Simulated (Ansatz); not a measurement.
# FGaH4O: the cost of one run

All numbers below are computed with Ansatz 0.2.0 (RKS revPBE/def2-SVP).

### Step 1. The system as given

Bond lengths: Ga1–O2 2.140 Å, O2–H3 1.010 Å, Ga1–H4 1.570 Å, Ga1–H5 1.570 Å, Ga1–F6 2.000 Å. Angles: Ga1–O2–H3 109.5°, O2–Ga1–H4 120.0°, O2–Ga1–H5 120.0°, O2–Ga1–F6 71.6°, H4–Ga1–H5 120.0°, H4–Ga1–F6 96.8°, H5–Ga1–F6 101.3°.

As a file:

```xyz
7

Ga    0.0000    0.0000    0.0000
O     0.0000    0.0000    2.1400
H    -0.9095   -0.2814    2.4771
H     1.3596    0.0000   -0.7850
H    -1.3596    0.0000   -0.7850
F     0.0896    1.8959    0.6306
H     0.0595    1.2585    1.7126
```

### Step 2. A restrained relaxation towards end A

Springs on the bonds that form and break draw the guess towards this end; the thresholds are loose.

The input, input.yaml:

```yaml
crystal:
  periodic: [false, false, false]
  atoms:
    - { symbol: Ga, position_ang: [0.0, 0.0, 0.0] }
    - { symbol: O, position_ang: [0.0, 0.0, 2.14] }
    - { symbol: H, position_ang: [-0.9095, -0.2814, 2.4771] }
    - { symbol: H, position_ang: [1.3596, 0.0, -0.785] }
    - { symbol: H, position_ang: [-1.3596, 0.0, -0.785] }
    - { symbol: F, position_ang: [0.0896, 1.8959, 0.6306] }
    - { symbol: H, position_ang: [0.0595, 1.2585, 1.7126] }
basis:
  gaussian: { orbitals: def2-SVP }
hamiltonian:
  xc: revpbe
relax:
  f_tol: 0.15
  max_steps: 25
  restrain:
    - { distance: [0, 5], at: 2.9, k: 30.0 }
    - { distance: [6, 1], at: 2.21, k: 30.0 }
    - { distance: [0, 1], at: 1.79, k: 30.0 }
    - { distance: [6, 5], at: 0.92, k: 30.0 }
```

Launch:

```
> ansatz run input.yaml --threads 1 --pin off --max-ram 2048MiB --backend cpu --events-out ev --progress --plain --runs-dir out
```

Q: Estimate wall time and peak memory on 1 thread of Arm Neoverse V2, shared host.

About 13 s, with a peak of 0.14 GiB.
